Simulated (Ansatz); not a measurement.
# GdSe: the cost of one run

Method: DFT r²SCAN+U (U = 4 eV, J = 0.7 eV on Gd f), plane waves, PAW, no spin–orbit coupling unless a run says so, in Ansatz 0.2.0.

1 further run of the same task is left out (it didn't finish).

## Step 1: Starting point

Symmetry: Fm-3m, No. 225, cubic system. The conventional cell has a = 5.771 Å, b = 5.771 Å, c = 5.771 Å, α = 90.00°, β = 90.00°, γ = 90.00°. Around Gd (site symmetry m-3m) lie 6 Se at 2.89 Å. Around Se (site symmetry m-3m) lie 6 Gd at 2.89 Å.

Coordinates:

```
Gd Se
1.0
     0.00000    2.88550    2.88550
     2.88550    0.00000    2.88550
     2.88550    2.88550    0.00000
Gd Se
1 1
Direct
  0.50000 0.50000 0.50000
  0.00000 0.00000 0.00000
```

## Step 2: Ferromagnetic start, free, symmetry kept, no search

File input.yaml:

```yaml
crystal:
  lattice:
    - [0.0, 2.88550036, 2.88550036]
    - [2.88550036, 0.0, 2.88550036]
    - [2.88550036, 2.88550036, 0.0]
  atoms:
    - { symbol: Gd, position: [0.5, 0.5, 0.5], spin: 7.0 }
    - { symbol: Se, position: [0.0, 0.0, 0.0] }
basis:
  ecutwfc: 500
  ecutrho_ratio: 4
kpoints:
  mp_grid: { grid: [6, 6, 6] }
hamiltonian:
  xc: r2scan
  hubbard: { sites: [{ site: 0, l: f, u: 4.0, j: 0.7 }] }
scf:
  occupations: { method: gaussian, width: 0.05 }
  lower_state_search: "off"
  max_iter: 150
output:
  forces: true
  stress: true
  eigenvalues: true
  populations: true
  hubbard: { sites: [{ site: 0, l: f }] }
magnetization:
  spin_polarized: true
```

On the command line:

```console
$ ansatz run input.yaml --threads 2 --pin off --max-ram 3072MiB --backend cpu --events-out ev --progress --plain --runs-dir out
```

**Question.** How long does this run take on 2 threads of Intel Xeon at 2.50GHz (Skylake/Cascade Lake), shared host, and how much memory does it need?

About 28 s, with a peak of 0.52 GiB.
